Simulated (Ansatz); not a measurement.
**MgHCl + H2O: a complex and its separated parts**

Aim: how far the complex at one end of a reaction step lies below its separated, relaxed parts, level by level.

Method: PBE0-D4/def2-TZVP structures, single points in def2-TZVPP, no counterpoise correction; program: Ansatz 0.2.0, Gaussian basis.

Levels: SPW92, PBE-D4, BLYP-D4, r2SCAN-D4, B97M-V, PBE0-D4, B3LYP-D4, r2SCAN0-D4, BHLYP-D4, CAM-B3LYP-D4, wB97X-V, wB97M-V, B2PLYP, PBE-QIDH, RPA on PBE, Hartree-Fock, MP2, CCSD, CCSD(T).

Cores are frozen in the correlated methods. The outer core shell of Li, Na, Mg and K is correlated. B3LYP uses VWN-RPA correlation. B2PLYP carries no dispersion term here.

94 further runs of the same task are left out: 94 set aside as unsound or not needed.

### 1 Where the work starts

The complex: 6 atoms, charge 0, spin multiplicity 1.

Atoms are counted from 1 here; the program's logs count them from 0.

Bond lengths: Mg1–H2 1.702 Å, Mg1–Cl3 2.240 Å, Mg1–O5 2.063 Å, H4–O5 0.960 Å, O5–H6 0.964 Å. Angles: H2–Mg1–Cl3 154.4°, H2–Mg1–O5 114.5°, Cl3–Mg1–O5 91.1°, Mg1–O5–H4 138.0°, Mg1–O5–H6 111.8°, H4–O5–H6 110.2°.

Coordinates:

| atom | x (Å) | y (Å) | z (Å) |
| --- | --- | --- | --- |
| Mg1 | -0.63688 | 0.09406 | -0.88719 |
| H2 | -1.36213 | 1.56309 | -1.34846 |
| Cl3 | -0.18246 | -2.08837 | -1.10270 |
| H4 | 0.76783 | 0.87023 | 1.46680 |
| O5 | 0.51186 | 0.20685 | 0.82256 |
| H6 | 0.90177 | -0.64576 | 1.04900 |

Its parts: MgHCl holds atoms 1, 2, 3; H2O holds atoms 4, 5, 6. Each part counts its atoms afresh in its own runs.

### 2 Relaxing MgHCl alone

Contents of relax-a/in.yaml:

```yaml
crystal:
  periodic: [false, false, false]
  atoms:
    - {symbol: Mg, position_ang: [-0.636878, 0.094064, -0.887192]}
    - {symbol: H, position_ang: [-1.362125, 1.563091, -1.348460]}
    - {symbol: Cl, position_ang: [-0.182460, -2.088370, -1.102704]}
basis:
  gaussian: {orbitals: def2-TZVP}
hamiltonian: {xc: pbe0, dispersion: d4}
relax: {f_tol: 0.005, max_steps: 200}
```

Launch:

```sh
$ ansatz run in.yaml --threads 2 --pin off --events-out ev --progress --plain --max-ram 4352MiB
```

After this run come: Relaxing H2O alone; SPW92/def2-TZVPP; PBE-D4/def2-TZVPP; BLYP-D4/def2-TZVPP; r2SCAN-D4/def2-TZVPP; B97M-V/def2-TZVPP; PBE0-D4/def2-TZVPP; B3LYP-D4/def2-TZVPP; r2SCAN0-D4/def2-TZVPP; BHLYP-D4/def2-TZVPP; CAM-B3LYP-D4/def2-TZVPP; wB97X-V/def2-TZVPP; wB97M-V/def2-TZVPP; B2PLYP/def2-TZVPP; PBE-QIDH/def2-TZVPP; RPA on PBE/def2-TZVPP; CCSD(T)/def2-TZVPP; Vibrations of MgHCl; Vibrations of H2O.

Before running it: what results should come out? Wanted: complex less parts, CCSD(T)/def2-TZVPP; with zero-point energy; largest T1 diagnostic.

**Answer**, as computed:

| quantity | value |
| --- | --- |
| complex less parts, CCSD(T)/def2-TZVPP | -89.0 kJ/mol |
| with zero-point energy | -81.2 kJ/mol |
| largest T1 diagnostic | 0.008 |

At CCSD(T) the complex lies 89.0 kJ/mol below its parts. The functionals run from B3LYP-D4, off by -0.2 kJ/mol, to SPW92, off by -18.5 kJ/mol, against CCSD(T). Mean unsigned error by rung: LDA 18.5, GGA 2.9, meta-GGA 5.7, hybrid 4.2, range-separated hybrid 4.2, double hybrid 2.5 kJ/mol. PBE-D4 gives a relative energy 1.2 kJ/mol too high, inside chemical accuracy (1 kcal/mol, 4.2 kJ/mol). No counterpoise was applied, and triple zeta lacks some correlation, so the CCSD(T) reference has a basis error of its own, and close matches with it are partly luck.
